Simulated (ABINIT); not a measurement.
PPt:

```
CELL_PARAMETERS angstrom
3.74303 0.00000 0.00000
-1.87151 3.24156 0.00000
0.00000 0.00000 6.35374
ATOMIC_POSITIONS crystal
Pt 0.33333 0.66667 0.37190
Pt 0.66667 0.33333 0.87190
P 0.33333 0.66667 0.00310
P 0.66667 0.33333 0.50310
```

The cell comes from a database or a generator and needn't be the stable form of this composition.

* Program: ABINIT 10.8.3 (patched build)
* Task: single point
* Functional: PBE
* Potentials or basis: JTH PAW PBE v2.0
* Cutoff: 544 eV
* k mesh: 8 × 8 × 4
* Occupations: fermi-dirac, width 0.05 eV
* Spin: no spin polarisation

On this cell: pressure 0.8 GPa; largest force 0.155 eV/Å; band gap on the k mesh none (metal or under the smearing width).

The same run follows on a disturbed copy (atoms moved at random, drawn with an rms of 0.05 Å):

```
Pt P
1.0
     3.74303    0.00000    0.00000
    -1.87151    3.24156    0.00000
     0.00000    0.00000    6.35374
Pt P
2 2
Direct
  0.32583 0.65819 0.37535
  0.66765 0.33361 0.86749
  0.32140 0.66974 0.99677
  0.67024 0.34018 0.50364
```

Task: What changes?

Result: The energy (extrapolated to zero smearing) moves by +13.6 meV/atom; pressure 1.3 GPa; largest force 0.866 eV/Å; band gap on the k mesh none (metal or under the smearing width).

Forces on the atoms (eV/Å):
```
Pt   0.140  0.524 -0.668
Pt  -0.571  0.066  0.070
P    0.569 -0.083  0.647
P   -0.138 -0.507 -0.050
```

Stress tensor (GPa, compression positive):
```
 2.26  1.37  0.47
 1.37  0.60 -0.70
 0.47 -0.70  1.02
```
